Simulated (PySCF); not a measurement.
**CIS/def2-SVP (core potential, spin of roots singlet) run of SnO (tin(ii) oxide)**

Wanted: the vertical excitations of SnO (tin(ii) oxide). Input form: a Python script.

The results are computed with PySCF 2.14.0.

6 further runs of the same task are left out: 2 for a known fault of the program, 4 set aside as unsound or not needed.

## Step 1: Starting point

SnO has 2 atoms, charge 0, and is taken as a singlet. SMILES: `[O]=[Sn]`. Geometry: a GFN2-xTB relaxation, a rough one for these elements and not checked as a minimum.

Bond lengths: O1–Sn2 1.804 Å.

## Step 2: The excited states at CIS/def2-SVP (core potential, spin of roots singlet)

Input file calc.py:

```python
from pyscf import gto, scf, tdscf

molecule = gto.Mole()
molecule.atom = 'O 0.000000 0.000000 0.000000; Sn 0.000000 0.000000 1.803580'
molecule.ecp = {'Sn': 'def2-svp'}
molecule.verbose = 3
molecule.spin = 0
molecule.basis = 'def2-svp'
molecule.max_memory = 1860
molecule.build()

myscf = scf.RHF(molecule)
myscf.kernel()

etot = myscf.e_tot
print('E(%s) = %.9f' % ('CIS', etot))

td = myscf.TDA()
td.nstates = 3
td.kernel()
td.analyze()
roots = td.e * 27.211386
osc = td.oscillator_strength()
print('state   eV      nm      f')
for i, (w, f) in enumerate(zip(roots, osc), 1):
    print('%3d %9.4f %8.1f %9.5f' % (i, w, 1239.842 / w, f))
```

Started as:

```
$ OMP_NUM_THREADS=1 python calc.py
```

Q: Predict the results. Wanted: ground-state or mean-field energy; dipole moment; HOMO energy; LUMO energy; HOMO–LUMO gap; lowest singlet excitation energy.

Computed results:

At CIS/def2-SVP (core potential, spin of roots singlet):

```
                             quantity          value
    ground-state or mean-field energy  -288.10378 Eh
 dipole moment (Hartree–Fock density)         4.86 D
  HOMO energy (Hartree–Fock orbitals)      -10.35 eV
  LUMO energy (Hartree–Fock orbitals)        0.65 eV
HOMO–LUMO gap (Hartree–Fock orbitals)       11.00 eV
     lowest singlet excitation energy        4.09 eV
```

In words: The brightest of the 3 transitions from the ground state lies at 4.32 eV (287 nm, f = 0.143, degenerate roots summed); the lowest, at 4.09 eV, has f = 0.000.
